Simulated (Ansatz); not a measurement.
# One shape, several levels: Si2H4Cl2O (SMILES [SiH3]O[SiH](Cl)Cl)

We compute a comparison of 5 runs (HF/3-21G, HF/def2-SVP, HF/cc-pVTZ, MP2/6-31G*, MP2/def2-SVP) of Si2H4Cl2O. 

Program for the calculation: Ansatz 0.2.0.

1 further run of the same task is left out (set aside as unsound or not needed).

**1. Starting point**

The species is Si2H4Cl2O (9 atoms), meant as a singlet with charge 0. As SMILES, `[SiH3]O[SiH](Cl)Cl`. The coordinates come from a PBE0-D4/def2-TZVP relaxation. This is one conformer, not always the lowest.

Bond lengths: Si1–O2 1.649 Å, O2–Si3 1.607 Å, Si3–Cl4 2.039 Å, Si3–Cl5 2.039 Å, Si1–H6 1.481 Å, Si1–H7 1.483 Å, Si1–H8 1.483 Å, Si3–H9 1.468 Å. Some angles: Si1–O2–Si3 146.6°, O2–Si3–Cl4 110.0°, O2–Si3–Cl5 110.0°, Cl4–Si3–Cl5 108.4°, O2–Si1–H6 107.2°, O2–Si1–H7 109.6°, O2–Si1–H8 109.5°, O2–Si3–H9 109.9°, Cl4–Si3–H9 109.2°, Cl5–Si3–H9 109.2°.

**2. Energy and forces at HF/3-21G (run 1)**

Contents of molecule.yaml:

```yaml
basis:
  gaussian:
    orbitals: 3-21G.json
crystal:
  periodic: [false, false, false]
  atoms:
    - {symbol: Si, position_ang: [-1.499700, -0.523200, 0.020000]}
    - {symbol: O, position_ang: [-0.219600, 0.500500, -0.159700]}
    - {symbol: Si, position_ang: [1.376000, 0.680200, -0.086800]}
    - {symbol: Cl, position_ang: [2.028900, 0.361300, 1.818000]}
    - {symbol: Cl, position_ang: [2.287500, -0.668900, -1.314500]}
    - {symbol: H, position_ang: [-2.728400, 0.261800, -0.238000]}
    - {symbol: H, position_ang: [-1.514900, -1.062200, 1.401600]}
    - {symbol: H, position_ang: [-1.385400, -1.634500, -0.955200]}
    - {symbol: H, position_ang: [1.744200, 2.038900, -0.502800]}
hamiltonian:
  xc: hf
accuracy: high
output:
  forces: true
  orbitals: {seedname: orbitals}
```

The basis set 3-21G is read from a file made from the Basis Set Exchange's data (not shown).

Started as:

```
$ ansatz run molecule.yaml --threads 1 --pin off --max-ram 2610MiB --events-out events.jsonl --progress --plain --runs-dir runs
```

Log:

```text
Warning: RAYON_NUM_THREADS=1 ignored (pool sized by the plan → 1); use --threads N
Functional definition: HF
  name "HF"
  exchange = exact_x
  correlation = 0
1588 factors; integrals over basis functions are off by at most 6.8e-9 eV
mean field evaluation 1: about -42619.0475 eV, gradient 3.3e1 eV
mean field evaluation 2: about -42619.3828 eV, gradient 3.4e1 eV
mean field evaluation 4: about -42621.8621 eV, gradient 2.5e0 eV
mean field evaluation 8: about -42621.8980 eV, gradient 1.2e-1 eV
mean field evaluation 16: about -42621.8981 eV, gradient 3.7e-8 eV
mean field -42621.89807912 eV, -1566.3258642474 hartree, gradient 3.7e-8 eV, S^2 0.000000; 0 other end points of the search recorded, 0 dependent functions left out
the calculation of the forces begins
reference -42621.89807912 eV, -1566.3258642474 hartree; 37, 37 occupied and 32, 32 virtual orbitals, 1588 factors
Total energy: -42621.89807912 eV, -1566.3258642474 hartree
Atom 0 at    -1.499700    -0.523200     0.020000 Å, force    -1.348212    -0.316265    -0.015780 eV/Å
Atom 1 at    -0.219600     0.500500    -0.159700 Å, force     0.310012    -0.179127     0.073812 eV/Å
Atom 2 at     1.376000     0.680200    -0.086800 Å, force    -0.852583     2.813095    -0.963047 eV/Å
Atom 3 at     2.028900     0.361300     1.818000 Å, force     0.765866    -0.366473     2.200501 eV/Å
Atom 4 at     2.287500    -0.668900    -1.314500 Å, force     1.066357    -1.556740    -1.420346 eV/Å
Atom 5 at    -2.728400     0.261800    -0.238000 Å, force    -0.017342    -0.126960     0.031105 eV/Å
Atom 6 at    -1.514900    -1.062200     1.401600 Å, force    -0.010621    -0.030779    -0.034425 eV/Å
Atom 7 at    -1.385400    -1.634500    -0.955200 Å, force    -0.019480    -0.012395     0.046656 eV/Å
Atom 8 at     1.744200     2.038900    -0.502800 Å, force     0.106004    -0.224357     0.081524 eV/Å
Dipole moment:    -0.459445     0.173426    -0.106868 e Å
```

Run time: 7.8 s. Hardware: 1 thread of Intel Xeon at 2.50GHz (Skylake/Cascade Lake), shared host; peak memory 0.21 GiB.

**3. Energy and gradient at HF/def2-SVP (run 2)**

Contents of in.yaml:

```yaml
crystal:
  periodic: [false, false, false]
  atoms:
    - symbol: Si
      position_ang: [-1.499700, -0.523200, 0.020000]
    - symbol: O
      position_ang: [-0.219600, 0.500500, -0.159700]
    - symbol: Si
      position_ang: [1.376000, 0.680200, -0.086800]
    - symbol: Cl
      position_ang: [2.028900, 0.361300, 1.818000]
    - symbol: Cl
      position_ang: [2.287500, -0.668900, -1.314500]
    - symbol: H
      position_ang: [-2.728400, 0.261800, -0.238000]
    - symbol: H
      position_ang: [-1.514900, -1.062200, 1.401600]
    - symbol: H
      position_ang: [-1.385400, -1.634500, -0.955200]
    - symbol: H
      position_ang: [1.744200, 2.038900, -0.502800]
basis:
  gaussian: {orbitals: def2-SVP}
accuracy: high
output: {forces: true, orbitals: {seedname: orbitals}}
hamiltonian: {xc: hf}
```

Started as:

```
$ ansatz run in.yaml --threads 1 --pin off --max-ram 2610MiB --events-out events.jsonl --progress --plain --runs-dir runs
```

Log (excerpt; [...] marks lines left out):

```text
Warning: RAYON_NUM_THREADS=1 ignored (pool sized by the plan → 1); use --threads N
[... 2 set-up lines as earlier in the session ...]
[...]
2197 factors; integrals over basis functions are off by at most 5.4e-8 eV
[...]
mean field -42823.15114036 eV, -1573.7217778340 hartree, gradient 1.1e-8 eV, S^2 0.000000; 0 other end points of the search recorded, 0 dependent functions left out
[...]
reference -42823.15114036 eV, -1573.7217778340 hartree; 37, 37 occupied and 69, 69 virtual orbitals, 2197 factors
Total energy: -42823.15114036 eV, -1573.7217778340 hartree
Atom 0 at    -1.499700    -0.523200     0.020000 Å, force    -0.549727    -0.167981     0.002655 eV/Å
Atom 1 at    -0.219600     0.500500    -0.159700 Å, force     0.059424    -0.054005     0.019830 eV/Å
Atom 2 at     1.376000     0.680200    -0.086800 Å, force     0.191147     0.761119    -0.224047 eV/Å
Atom 3 at     2.028900     0.361300     1.818000 Å, force     0.103221    -0.072507     0.345557 eV/Å
Atom 4 at     2.287500    -0.668900    -1.314500 Å, force     0.147912    -0.256868    -0.215190 eV/Å
Atom 5 at    -2.728400     0.261800    -0.238000 Å, force     0.075510    -0.118202     0.033383 eV/Å
Atom 6 at    -1.514900    -1.062200     1.401600 Å, force     0.003620     0.028871    -0.122441 eV/Å
Atom 7 at    -1.385400    -1.634500    -0.955200 Å, force    -0.014114     0.081488     0.096136 eV/Å
Atom 8 at     1.744200     2.038900    -0.502800 Å, force    -0.016993    -0.201915     0.064117 eV/Å
Dipole moment:    -0.268037     0.069157    -0.052112 e Å
```

It took 17 s on 1 thread of Intel Xeon at 2.50GHz (Skylake/Cascade Lake), shared host; peak memory 0.38 GiB.

Runs 3 to 4 aren't shown in full; the table further down has their settings and results.

**4. Energy and forces at MP2/def2-SVP (run 5)**

Changes to molecule.yaml since step 2:

```diff
@@ -1,4 +1 @@
-basis:
-  gaussian:
-    orbitals: 3-21G.json
 crystal:
@@ -15,7 +12,9 @@
     - {symbol: H, position_ang: [1.744200, 2.038900, -0.502800]}
-hamiltonian:
-  xc: hf
+basis:
+  gaussian:
+    orbitals: def2-SVP
+correlation:
+  method: mp2
+  frozen_orbitals: {Cl: 5, H: 0, O: 1, Si: 5}
 accuracy: high
-output:
-  forces: true
-  orbitals: {seedname: orbitals}
+output: {forces: true, orbitals: {seedname: orbitals}}
```

Started as:

```
$ ansatz run molecule.yaml --threads 1 --pin off --max-ram 2610MiB --events-out events.jsonl --progress --plain --runs-dir runs
```

Log (excerpt; [...] marks lines left out):

```text
Warning: RAYON_NUM_THREADS=1 ignored (pool sized by the plan → 1); use --threads N
[... 2 set-up lines as earlier in the session ...]
[...]
2197 factors; integrals over basis functions are off by at most 5.4e-8 eV
[...]
mean field -42823.15114036 eV, -1573.7217778340 hartree, gradient 1.1e-8 eV, S^2 0.000000; 0 other end points of the search recorded, 0 dependent functions left out
21 core orbitals not correlated: weight in the atoms' cores, before any rotation towards them, 1.000 or more for the frozen orbitals, at most 0.000 for the correlated occupied ones
reference -42823.15114036 eV, -1573.7217778340 hartree; 16, 16 occupied and 69, 69 virtual orbitals, 2197 factors
second order -17.28317538 eV of doubles, -0.00000000 eV of singles
[...]
Total energy: -42840.43431575 eV, -1574.3569228143 hartree
Atom 0 at    -1.499700    -0.523200     0.020000 Å, force    -0.776264    -0.503868     0.076262 eV/Å
Atom 1 at    -0.219600     0.500500    -0.159700 Å, force    -0.370086     0.411344    -0.141834 eV/Å
Atom 2 at     1.376000     0.680200    -0.086800 Å, force     0.994805     0.433541    -0.056554 eV/Å
Atom 3 at     2.028900     0.361300     1.818000 Å, force     0.075917    -0.030114     0.238976 eV/Å
Atom 4 at     2.287500    -0.668900    -1.314500 Å, force     0.106375    -0.161423    -0.159442 eV/Å
Atom 5 at    -2.728400     0.261800    -0.238000 Å, force     0.043883    -0.104415     0.028026 eV/Å
Atom 6 at    -1.514900    -1.062200     1.401600 Å, force    -0.021208     0.002756    -0.082817 eV/Å
Atom 7 at    -1.385400    -1.634500    -0.955200 Å, force    -0.034563     0.039272     0.070360 eV/Å
Atom 8 at     1.744200     2.038900    -0.502800 Å, force    -0.018859    -0.087093     0.027023 eV/Å
Dipole moment:    -0.244735     0.043944    -0.040693 e Å
```

Run time: 35 s. Hardware: 1 thread of Intel Xeon at 2.50GHz (Skylake/Cascade Lake), shared host; peak memory 0.45 GiB.

**5. All runs side by side**

```tsv
run	level	frozen core orbitals	energy (Eh)	dipole moment (D)	HOMO energy (eV)	LUMO energy (eV)	wall time
1	HF/3-21G	–	-1566.325864	2.41	-12.85	3.67	7.8 s
2	HF/def2-SVP	–	-1573.721778	1.35	-12.51	3.88	17 s
3	HF/cc-pVTZ	–	-1574.366918	1.29	-12.58	3.34	2 min
4	MP2/6-31G* (spherical functions)	21	-1574.758525	1.67	-12.61	3.43	36 s
5	MP2/def2-SVP	21	-1574.356923	1.21	-12.51	3.88	35 s
```

**6. Summary of results**

| quantity | value |
| --- | --- |
| run 5: total energy | -1574.35692 Eh |
| run 5: dipole moment (correlated density) | 1.21 D |
| run 5: HOMO energy (Hartree–Fock orbitals) | -12.51 eV |
| run 5: LUMO energy (Hartree–Fock orbitals) | 3.88 eV |
| run 5: HOMO–LUMO gap (Hartree–Fock orbitals) | 16.39 eV |
| run 5: correlation energy (21 core orbitals frozen) | -635.1 mEh |
| run 5: largest force on an atom | 1.087 eV/Å |

In words: The dipole moment (its size) runs from 1.21 D (MP2/def2-SVP) to 2.41 D (HF/3-21G). The two ends differ in method and basis. Over runs 1, 2, 3 the HOMO–LUMO gap runs from 15.92 eV (HF/cc-pVTZ) to 16.52 eV (HF/3-21G). All runs together took 3.6 min, the longest 2 min.
